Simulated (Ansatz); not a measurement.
# ZrSiRu: properties at the relaxed cell

The task here is to estimate one member of a computed series from the others.

Method: DFT PBEsol, scalar-relativistic, plane waves, PAW, in Ansatz 0.2.0.

2 further runs of the same task are left out: 2 set aside as unsound or not needed.

### The starting structure

It takes space group P-62m (No. 189, hexagonal). The conventional cell has a = 6.635 Å, b = 6.635 Å, c = 3.679 Å, α = 90.00°, β = 90.00°, γ = 120.00°. Zr (site symmetry m2m) is surrounded by 5 Si at 2.72 to 2.75 Å and 6 Ru at 2.92 to 3.02 Å. Si (site symmetry -62m) is surrounded by 6 Ru at 2.45 Å and 3 Zr at 2.75 Å. Si (site symmetry -6) has 3 Ru at 2.56 Å and 6 Zr at 2.72 Å as nearest neighbours. Ru (site symmetry m2m) is surrounded by 4 Si at 2.45 to 2.56 Å and 2 Ru at 2.81 Å.

As a file:

```
Zr Si Ru
1.0
     6.63478    0.00000    0.00000
    -3.31739    5.74589    0.00000
     0.00000    0.00000    3.67945
Zr Si Ru
3 3 3
Cartesian
  3.8844 0.0000 1.8397
  1.3752 2.3819 1.8397
  -1.9422 3.3640 1.8397
  0.0000 0.0000 1.8397
  0.0000 3.8306 0.0000
  3.3174 1.9153 0.0000
  1.6212 0.0000 0.0000
  2.5068 4.3419 0.0000
  -0.8106 1.4040 0.0000
```

It is the result of an earlier relaxation at this level (volume 15.59 Å³/atom; gap on the mesh: none (metal)).

The first run:

Input file input.yaml:

```yaml
crystal:
  lattice:
    - [6.6347837282, 0.0, 0.0]
    - [-3.3173918641, 5.7458912572, 0.0]
    - [0.0, 0.0, 3.6794498364]
  atoms:
    - { symbol: Zr, position: [0.5854633809, 0.0, 0.5] }
    - { symbol: Zr, position: [0.4145366191, 0.4145366191, 0.5] }
    - { symbol: Zr, position: [0.0, 0.5854633809, 0.5] }
    - { symbol: Si, position: [0.0, 0.0, 0.5] }
    - { symbol: Si, position: [0.3333333333, 0.6666666667, 0.0] }
    - { symbol: Si, position: [0.6666666667, 0.3333333333, 0.0] }
    - { symbol: Ru, position: [0.2443416635, 0.0, 0.0] }
    - { symbol: Ru, position: [0.7556583365, 0.7556583365, 0.0] }
    - { symbol: Ru, position: [0.0, 0.2443416635, 0.0] }
basis:
  ecutwfc: 420
kpoints:
  mp_grid: { grid: [6, 6, 10] }
  band_path:
    path:
      - [[0.0, 0.0, 0.0], [0.5, 0.0, 0.0], [0.33333333, 0.33333333, 0.0], [0.0, 0.0, 0.0], [0.0, 0.0, 0.5], [0.5, 0.0, 0.5], [0.33333333, 0.33333333, 0.5], [0.0, 0.0, 0.5]]
      - [[0.5, 0.0, 0.5], [0.5, 0.0, 0.0]]
      - [[0.33333333, 0.33333333, 0.5], [0.33333333, 0.33333333, 0.0]]
    npoints: 14
hamiltonian:
  xc: pbesol
scf:
  occupations: { method: gaussian, width: 0.1 }
  n_extra_bands: 22
output:
  forces: true
  stress: true
  eigenvalues: true
  populations: true
  dos: { projected: true, de: 0.02, nscf_kmesh: { grid: [9, 9, 15] } }
  bader: true
```

Started as:

```sh
$ ansatz run input.yaml --threads 2 --pin off --max-ram 5120MiB --backend cpu --events-out ev --progress --plain --runs-dir out
```

Steps of the session up to this table: Bands, states and charges; Point at V/V0 = 0.97; The cell scaled to 1.03 of its volume; Point at V/V0 = 0.94; Point at V/V0 = 1.06.

One of the session's tables, all rows but one given; the rest of the session is left out.

```
volume (Å³/atom)  energy above the lowest point (meV/atom)  pressure (GPa)
          14.650                                      40.3           14.53
          15.118                                       9.6            6.70
          15.586                                       0.0            0.01
          16.053                                         ?               ?
          16.521                                      32.5          -10.59
```

**Question.** Estimate the row for volume (Å³/atom) = 16.053.

Worked estimate for «energy above the lowest point (meV/atom)». A straight line through the neighbours (15.586, 0.0) and (16.521, 32.5) gives 0.0 + (32.5 − 0.0) × (16.053 − 15.586) / (16.521 − 15.586) = 16.2; a parabola fitted to 3 rows on both sides gives 7.6.

As computed: energy above the lowest point (meV/atom): 8.5; pressure (GPa): -5.71. In «energy above the lowest point (meV/atom)» the line misses by +7.7 and the parabola by -0.9.
